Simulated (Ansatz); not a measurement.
Working through an active-space calculation of CH4GeS, SMILES [CH2]1[S][GeH2]1

With Ansatz 0.2.0 through its Python package.

Run as a notebook:

**Cell 1**
```python
import ansatz as az
```

**Cell 2**
```python
BASIS_SET = "def2-SVP"

GEOMETRY = """
C    -0.71910   -0.28150   -0.51120
S    -0.48770   -1.47870    0.71830
Ge    0.74320    0.40970    0.37860
H    -0.48690   -0.58250   -1.55660
H    -1.67890    0.35880   -0.35810
H     0.51920    1.45590    1.51890
H     2.17140    0.05020   -0.23560
"""
```

**Cell 3**
```python
ch4ges = az.Crystal.molecule()
for line in GEOMETRY.strip().splitlines():
    symbol, *xyz = line.split()
    ch4ges = ch4ges.atom(symbol, [float(v) for v in xyz])
```

**Cell 4**
```python
model = ch4ges.calculation()
model = model.basis(gaussian=BASIS_SET).correlation(active_electrons=6, active_orbitals=6)
for method in ["sc_nevpt2"]:
    report = (model if method is None else model.correlation(method)).run(threads=1).report
    space = report["configurations"]
    state = space["states"][0]
    print(method or "casscf", f"total {report['free_energy_ev'] / 27.211386246:.6f} Ha, active-space state {state['energy']['hartree']:.6f} Ha, mean field {report['reference_energy_ev'] / 27.211386246:.6f} Ha")
    print("  determinants", state["n_determinants"], " natural occupations", [round(n, 3) for n in space["natural_occupations"]])
print("effectively unpaired electrons, sum of min(n, 2 - n):", round(sum(min(n, 2 - n) for n in space["natural_occupations"]), 3))
```
Output:
```text
RunWarning: the results are in doubt because another end's mean lies 0.321 eV lower, and its corrected mean 0.220 eV higher
sc_nevpt2 total -2513.125226 Ha, active-space state -2512.676116 Ha, mean field -2512.626511 Ha
  determinants 400  natural occupations [1.983, 1.978, 1.966, 0.033, 0.024, 0.015]
effectively unpaired electrons, sum of min(n, 2 - n): 0.145
```

Caveats:
- Total energies depend on the basis set; only differences at equal settings carry meaning.
- Warnings are shown shortened and without file and line.
- The geometry is a force-field or estimated start, not a minimum of this method, and the basis set is short of its limit. The active space starts as a window about the frontier orbitals and is then optimised, not chosen by chemistry.
- A lower CASSCF solution was found and passed over, so the printed active-space state isn't the lowest.
- Run time: 18 s on 1 thread of Arm Neoverse V1, on a shared host, peak memory 0.25 GiB.

(Lines on the test bed's own set-up are left out of the output.)
